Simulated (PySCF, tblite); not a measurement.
**C7H15PS: geometry, infrared bands and NMR shifts**

Wanted: the infrared bands and NMR shifts of C7H15PS (`CP1(=S)CCCCCC1`), by calculation.

Programs: tblite 0.8.0 and PySCF 2.14.0, with density-fitted response routines of our own. Each step states its level of theory. These are calculated values for one molecule in the gas phase, unless marked as measured. Atoms count from 0, in the outputs and in this text.

## Step 1: The starting structure

24 atoms, charge 0, multiplicity 1; geometry from: force field or distance geometry start.

Bonds of the start (Å): C0–P1 1.82, P1–S2 1.96, P1–C3 1.80, C3–C4 1.52, C4–C5 1.54, C5–C6 1.52, C6–C7 1.53, C7–C8 1.52, C8–P1 1.79, C0–H9 1.09, C0–H10 1.09, C0–H11 1.09, C3–H12 1.10, C3–H13 1.09, C4–H14 1.11, C4–H15 1.10, C5–H16 1.09, C5–H17 1.09, C6–H18 1.11, C6–H19 1.09, C7–H20 1.10, C7–H21 1.10, C8–H22 1.09, C8–H23 1.10.

## Step 2: Geometry optimisation with GFN2-xTB

Job settings and geometry (Å):

```
{"job": {"kind": "relax", "xc": "GFN2-xTB", "basis": "xTB"}, "charge": 0, "multiplicity": 1}
C      2.894100    -0.384500     0.018400
P      1.202600    -0.136900     0.635100
S      1.109500    -0.158600     2.591300
C      0.720800     1.384900    -0.205500
C     -0.727900     1.810700    -0.034400
C     -1.755100     0.810200    -0.587000
C     -2.009500    -0.363000     0.350900
C     -1.156200    -1.612800     0.133500
C      0.300100    -1.411900    -0.247300
H      2.889400    -0.376200    -1.070200
H      3.540000     0.415800     0.371700
H      3.282500    -1.344000     0.361400
H      1.364600     2.184300     0.178500
H      0.949600     1.265700    -1.267500
H     -0.855300     2.764900    -0.585100
H     -0.943200     2.034800     1.022200
H     -1.478400     0.473300    -1.586600
H     -2.698900     1.349800    -0.691100
H     -1.917400    -0.037000     1.402900
H     -3.055100    -0.666400     0.250100
H     -1.215100    -2.217900     1.046300
H     -1.631200    -2.223500    -0.653900
H      0.826500    -2.355200    -0.106700
H      0.351800    -1.186800    -1.319800
```

Run with:

```console
$ OMP_NUM_THREADS=1 python probes_run.py task.json out
```

The driver reads the jobs from task.json and runs them one after another.

**Question.** This job is followed by: GFN2-xTB harmonic vibrations, gas phase; GIAO PBE0/pcSseg-1 NMR shielding, non-relativistic, gas phase. Predict these results of the whole session: strongest single infrared mode (GFN2-xTB); zero-point energy (GFN2-xTB); 13C shifts against TMS (PBE0/pcSseg-1, means over atoms taken as alike); 1H shifts against TMS (PBE0/pcSseg-1, means over atoms taken as alike); 31P shifts against H3PO4 (PBE0/pcSseg-1); 33S shifts against CS2 (PBE0/pcSseg-1).

As calculated:

| quantity | value |
| --- | --- |
| strongest single infrared mode (GFN2-xTB) | 858 cm⁻¹, 118 km/mol |
| zero-point energy (GFN2-xTB) | 129.6 kcal/mol |
| 13C shifts against TMS (PBE0/pcSseg-1, means over atoms taken as alike) | 40.1, 29.2, 27.9, 26.6 ppm |
| 1H shifts against TMS (PBE0/pcSseg-1, means over atoms taken as alike) | 2.43, 2.03, 1.87, 1.74, 1.67, 1.47, 1.28 ppm |
| 31P shifts against H3PO4 (PBE0/pcSseg-1) | 18.2 ppm |
| 33S shifts against CS2 (PBE0/pcSseg-1) | -239 ppm |

**Reading.** The optimisation took 66 steps and gained 0.155 eV; among the close pairs (by a distance rule), P1–C8 changed most, from 1.794 to 1.850 Å. No mode is imaginary among the 66: a minimum at this level. GFN2-xTB is a fitted tight-binding method: band positions and strengths are rough. Its intensities can rank the bands wrongly.
